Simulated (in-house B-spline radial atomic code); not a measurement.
# Ge⁸⁺: excited configurations in jj coupling

Aim: the energies of several excited configurations of Ge⁸⁺ above a reference configuration, each from its own self-consistent run.

The numbers are computed with in-house B-spline radial atomic code version 1 (Dirac-Hartree-Fock, average of configuration, Fermi nucleus, basis-set limit), except any that are marked as measured or tabulated.

## 1. The atom as given

| Quantity | Value |
| --- | --- |
| element | germanium (Z = 32) |
| charge | +8 |
| electrons | 24 |
| configuration | 1s2 2s2 2p6 3s2 3p6 3d-4 3d+2 |
| Hamiltonian | Dirac-Coulomb |
| nucleus | Fermi, rms radius 4.074 fm |

In configurations, a minus sign after the shell means j = l − 1/2 and a plus sign j = l + 1/2; the count of electrons follows.

The run's settings:

```ini
Z = 32
electrons = 24.0
configuration = 1s2 2s2 2p6 3s2 3p6 3d-4 3d+2
hamiltonian = dirac
method = hf
spin_polarised = False
nucleus = fermi
rms_radius = 4.0742
mass_number = 74
atomic_mass = 73.92117776
speed_of_light = 137.035999084
```

This reference run was done before. Its total energy is -2074.493573 hartree, and its levels are (the highest eight at most):

```csv
orbital,occupation,energy (eV),<r> (bohr)
2s1/2,2,-1641.56,0.2088
2p1/2,2,-1476.80,0.1812
2p3/2,4,-1441.58,0.1843
3s1/2,2,-370.09,0.5973
3p1/2,2,-316.02,0.6013
3p3/2,4,-304.01,0.6115
3d3/2,4,-215.16,0.6051
3d5/2,2,-213.23,0.6089
```

## 2. Run with 1s2 2s2 2p6 3s2 3p6 3d+5 6f+1

The run's settings:

```ini
Z = 32
electrons = 24.0
configuration = 1s2 2s2 2p6 3s2 3p6 3d+5 6f+1
hamiltonian = dirac
method = hf
spin_polarised = False
nucleus = fermi
rms_radius = 4.0742
mass_number = 74
atomic_mass = 73.92117776
speed_of_light = 137.035999084
```

## 3. 1s2 2s2 2p6 3s2 3p6 3d-4 3d+1 6p-1

Changes to the settings of step 2:

```diff
@@ -2,3 +2,3 @@
 electrons = 24.0
-configuration = 1s2 2s2 2p6 3s2 3p6 3d+5 6f+1
+configuration = 1s2 2s2 2p6 3s2 3p6 3d-4 3d+1 6p-1
 hamiltonian = dirac
```

## 4. Configuration 1s2 2s2 2p6 3s2 3p6 3d-2 3d+3 4s1

Changes to the settings of step 3:

```diff
@@ -2,3 +2,3 @@
 electrons = 24.0
-configuration = 1s2 2s2 2p6 3s2 3p6 3d-4 3d+1 6p-1
+configuration = 1s2 2s2 2p6 3s2 3p6 3d-2 3d+3 4s1
 hamiltonian = dirac
```

## 5. Configuration 1s2 2s2 2p6 3s2 3p-1 3p+4 3d+6 5p+1

Changes to the settings of step 4:

```diff
@@ -2,3 +2,3 @@
 electrons = 24.0
-configuration = 1s2 2s2 2p6 3s2 3p6 3d-2 3d+3 4s1
+configuration = 1s2 2s2 2p6 3s2 3p-1 3p+4 3d+6 5p+1
 hamiltonian = dirac
```

## 6. Run with 1s2 2s2 2p6 3s2 3p-2 3p+3 3d-3 3d+3 4p+1

Changes to the settings of step 5:

```diff
@@ -2,3 +2,3 @@
 electrons = 24.0
-configuration = 1s2 2s2 2p6 3s2 3p-1 3p+4 3d+6 5p+1
+configuration = 1s2 2s2 2p6 3s2 3p-2 3p+3 3d-3 3d+3 4p+1
 hamiltonian = dirac
```

## 7. 1s2 2s2 2p6 3s2 3p-2 3p+3 3d-3 3d+3 4d+1

Changes to the settings of step 6:

```diff
@@ -2,3 +2,3 @@
 electrons = 24.0
-configuration = 1s2 2s2 2p6 3s2 3p-2 3p+3 3d-3 3d+3 4p+1
+configuration = 1s2 2s2 2p6 3s2 3p-2 3p+3 3d-3 3d+3 4d+1
 hamiltonian = dirac
```

## 8. Configuration 1s2 2s2 2p6 3s2 3p-1 3p+4 3d-2 3d+4 5f+1

Changes to the settings of step 7:

```diff
@@ -2,3 +2,3 @@
 electrons = 24.0
-configuration = 1s2 2s2 2p6 3s2 3p-2 3p+3 3d-3 3d+3 4d+1
+configuration = 1s2 2s2 2p6 3s2 3p-1 3p+4 3d-2 3d+4 5f+1
 hamiltonian = dirac
```

## 9. Configuration 1s2 2s2 2p6 3s2 3p-1 3p+4 3d+6 5g+1

Changes to the settings of step 8:

```diff
@@ -2,3 +2,3 @@
 electrons = 24.0
-configuration = 1s2 2s2 2p6 3s2 3p-1 3p+4 3d-2 3d+4 5f+1
+configuration = 1s2 2s2 2p6 3s2 3p-1 3p+4 3d+6 5g+1
 hamiltonian = dirac
```

## 10. Run with 1s2 2s2 2p6 3s2 3p6 3d-4 3d+1 7s1

Changes to the settings of step 9:

```diff
@@ -2,3 +2,3 @@
 electrons = 24.0
-configuration = 1s2 2s2 2p6 3s2 3p-1 3p+4 3d+6 5g+1
+configuration = 1s2 2s2 2p6 3s2 3p6 3d-4 3d+1 7s1
 hamiltonian = dirac
```

Q: How far above the reference does each configuration lie (order and size, in eV)?

The runs gave:

| net move | configuration | energy above the reference (eV) | with Breit, QED, recoil (eV) | largest <r> (bohr) |
| --- | --- | --- | --- | --- |
| 2×3d3/2 → 3d5/2, 4s | 1s2 2s2 2p6 3s2 3p6 3d-2 3d+3 4s1 | 79.300 | 79.275 | 1.40 |
| 3d5/2 → 6p1/2 | 1s2 2s2 2p6 3s2 3p6 3d-4 3d+1 6p-1 | 167.96 | 168.00 | 4.24 |
| 3d5/2 → 7s | 1s2 2s2 2p6 3s2 3p6 3d-4 3d+1 7s1 | 178.88 | 178.92 | 5.83 |
| 4×3d3/2 → 3×3d5/2, 6f7/2 | 1s2 2s2 2p6 3s2 3p6 3d+5 6f+1 | 181.95 | 181.80 | 5.10 |
| 3d3/2, 3p3/2 → 3d5/2, 4p3/2 | 1s2 2s2 2p6 3s2 3p-2 3p+3 3d-3 3d+3 4p+1 | 187.43 | 187.26 | 1.51 |
| 3d3/2, 3p3/2 → 3d5/2, 4d5/2 | 1s2 2s2 2p6 3s2 3p-2 3p+3 3d-3 3d+3 4d+1 | 212.27 | 212.07 | 1.70 |
| 4×3d3/2, 3p1/2 → 4×3d5/2, 5p3/2 | 1s2 2s2 2p6 3s2 3p-1 3p+4 3d+6 5p+1 | 237.85 | 237.49 | 2.72 |
| 4×3d3/2, 3p1/2 → 4×3d5/2, 5g9/2 | 1s2 2s2 2p6 3s2 3p-1 3p+4 3d+6 5g+1 | 259.57 | 259.19 | 3.05 |
| 2×3d3/2, 3p1/2 → 2×3d5/2, 5f7/2 | 1s2 2s2 2p6 3s2 3p-1 3p+4 3d-2 3d+4 5f+1 | 264.38 | 264.03 | 3.31 |

At the bottom stands 2×3d3/2 → 3d5/2, 4s (79.300 eV), at the top 2×3d3/2, 3p1/2 → 2×3d5/2, 5f7/2 (264.38 eV). 3 of them lie more than 2 % above the ionisation threshold that Koopmans' theorem gives (213.23 eV), where such states can decay by emitting an electron. Two partly filled shells share a symmetry and can mix in the average, which may lower the energy, for: 3d3/2, 3p3/2 → 3d5/2, 4p3/2; 3d3/2, 3p3/2 → 3d5/2, 4d5/2. These are averages over configurations, without correlation, not spectroscopic levels.
